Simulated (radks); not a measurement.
# Ar⁺ in [Ne] 3s2 3p5: an all-electron calculation

An exercise on one series of results from a longer session: the logs are not shown, and one member is left open.

Program: radks (a radial shooting solver on a logarithmic mesh, Libxc functionals) version 1. Level of theory: scalar-relativistic Kohn-Sham, LDA (Slater exchange, Perdew-Wang correlation), spin-polarised, spherical densities, point nucleus; open shells are filled with parallel spins first. These are calculated values, not measurements, unless marked.

## Starting point

| Property | Result |
| --- | --- |
| element | argon (Z = 18) |
| charge | +1 |
| electrons | 17 |
| configuration | [Ne] 3s2 3p5 |

Outer shells as boxes (Hund's rule):

Ar⁺
```
[Ne] core
3s [↑↓]
3p [↑↓][↑↓][↑ ]
```

Set-up of the first run:

The run's settings:

```text
Z 18
configuration [Ne] 3s2 3p5
relativity scalar-relativistic
functional lda,pw
spin polarised
nucleus point
c 137.035999084
```

The run is started by

```console
$ python run_ks.py task.json out
```

This one command runs every case of the session in turn.

One of the session's tables, all rows but one given; the rest of the session is left out.

It belongs to the step «Orbitals and density». Sizes of the orbitals, from the radial functions (bohr):

```
  level      <r>  outermost maximum (interpolated)  90 % within  nodes
  1s up  0.08595                            0.0562        0.153      0
1s down  0.08594                            0.0562        0.153      0
  2s up   0.4156                             0.339        0.649      1
2s down   0.4154                             0.340        0.649      1
  2p up   0.3773                             0.281        0.626      0
2p down   0.3772                             0.281        0.625      0
  3s up    1.367                              1.16         2.06      2
3s down    1.373                              1.16         2.07      2
  3p up        ?                                 ?            ?      ?
3p down    1.561                              1.26         2.44      1
```

**Question.** Estimate the row for 3p up.

**Answer.** <r>: 1.547; outermost maximum (interpolated): 1.26; 90 % within: 2.41; nodes: 1. In the column «<r>» it lies between 3s down (1.373) and 3p down (1.561).

Caveats from the session: Open shells are spherical and high-spin; term and fine-structure splittings are not resolved.
